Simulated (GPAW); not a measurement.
The system is InSe2.

```xyz
6
Lattice="3.8949 0.0000 0.0000 0.0000 3.8949 0.0000 0.0000 0.0000 9.6262" Properties=species:S:1:pos:R:3 pbc="T T T"
In    1.9474    0.0000    2.8256
In    0.0000    1.9474    6.8006
Se    1.9474    1.9474    0.0000
Se    0.0000    0.0000    0.0000
Se    1.9474    0.0000    6.1010
Se    0.0000    1.9474    3.5252
```

The cell comes from a database or a generator and needn't be the stable form of this composition.

Base run:

* Program: GPAW 26.7.0
* Functional: r2SCAN
* Potentials or basis: GPAW PAW data sets (gpaw-data 1.2.1)
* Cutoff: 600 eV
* Basis: pw
* k mesh: 6 × 6 × 3
* Occupations: fermi-dirac, width 0.05 eV
* Spin: no spin polarisation

Its results: pressure -2.1 GPa; largest force 0.185 eV/Å.

Question: After a change of settings the same cell gave: pressure -1.3 GPa; largest force 0.065 eV/Å. Which change was it?
A. functional from r2SCAN to PBEsol; potentials or basis from GPAW PAW data sets (gpaw-data 1.2.1) to PAW data sets generated in the run's folder for this functional
B. functional from r2SCAN to LDA; potentials or basis from GPAW PAW data sets (gpaw-data 1.2.1) to the program's PAW data sets (release 1.2.1) made for this functional
C. functional from r2SCAN to PBE; cutoff from 600 eV to 450 eV
D. functional from r2SCAN to PBE

Answer: C.

Caveats: the PAW data sets were made with another functional, which shifts forces and pressure a little (some runs); the cutoff is short for stress and forces, so pressures can be off by a GPa or more (some runs).

Not every run made on this cell is shown here.
